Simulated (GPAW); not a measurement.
Set up this calculation in GPAW 26.7.0, as an ASE script.

* Task: single point
* Functional: PBEsol
* Potentials or basis: PAW data sets generated in the run's folder for this functional
* Cutoff: 600 eV
* Basis: pw
* k mesh: 10 × 10 × 10
* Occupations: fermi-dirac, width 0.05 eV
* Spin: no spin polarisation
* Maxiter: 150

The system is CuPd3.

```
Pd Cu
1.0
    -1.90532    1.90532    3.91218
     1.90532   -1.90532    3.91218
     1.90532    1.90532   -3.91218
Pd Cu
3 1
Direct
  0.50000 0.50000 0.00000
  0.25000 0.75000 0.50000
  0.75000 0.25000 0.50000
  0.00000 0.00000 0.00000
```

The cell comes from a database or a generator and needn't be the stable form of this composition.

The input as run:

run.py

```python
from ase import Atoms
from ase.dft.bandgap import bandgap
from ase.io import write
from ase.units import Bohr, GPa
from gpaw import GPAW, PW, setup_paths
from gpaw.elf import elf_from_dft_calculation

setup_paths.insert(0, '.')

atoms = Atoms(['Pd', 'Pd', 'Pd', 'Cu'],
              cell=[[-1.90531911, 1.90531911, 3.91217965],
                    [1.90531911, -1.90531911, 3.91217965],
                    [1.90531911, 1.90531911, -3.91217965]],
              scaled_positions=[[0.5, 0.5, 0.0],
                                [0.25, 0.75, 0.5],
                                [0.75, 0.25, 0.5],
                                [0.0, 0.0, 0.0]],
              pbc=True)

calc = GPAW(mode=PW(600),
            xc='PBEsol',
            kpts={'size': (10, 10, 10), 'gamma': True},
            occupations={'name': 'fermi-dirac', 'width': 0.05},
            nbands=51,
            convergence={'density': 1e-05, 'energy': 1e-05},
            maxiter=150,
            txt='gpaw.txt')
atoms.calc = calc
energy = atoms.get_potential_energy()
forces = atoms.get_forces()
stress = atoms.get_stress()
calc.write('gs.gpw')
write('result.traj', atoms)
print(f'Energy: {energy:.6f} eV')
print('Forces (eV/A):')
print(forces.round(4))
print('Stress (GPa):', (stress / GPa).round(3))
print('Fermi level:', round(calc.get_fermi_level(), 4), 'eV')
print(f'Gap: {bandgap(calc)[0]:.4f} eV, direct: {bandgap(calc, direct=True)[0]:.4f} eV')

# fields on the real-space grid
write('density.cube', atoms, data=calc.get_pseudo_density() * Bohr**3)
write('potential.cube', atoms, data=calc.get_electrostatic_potential())
write('elf.cube', atoms, data=elf_from_dft_calculation(calc).data)
```

Potentials or basis: PAW data sets generated in the run's folder for this functional, pw.

Launch:

```bash
$ gpaw-setup -f PBEsol Cu Pd
$ OMP_NUM_THREADS=1 python run.py
```

It gave:

* Pressure: -3.9 GPa
* Band gap on the k mesh: none (metal or under the smearing width)

Caveat: with this Cu data set, volumes or pressures lay over 1.5 % or 2 GPa off other programs in two to four cells of ten.

Wall time 12 min on 1 thread of AMD EPYC 7571 (shared host), peak memory 0.36 GiB.
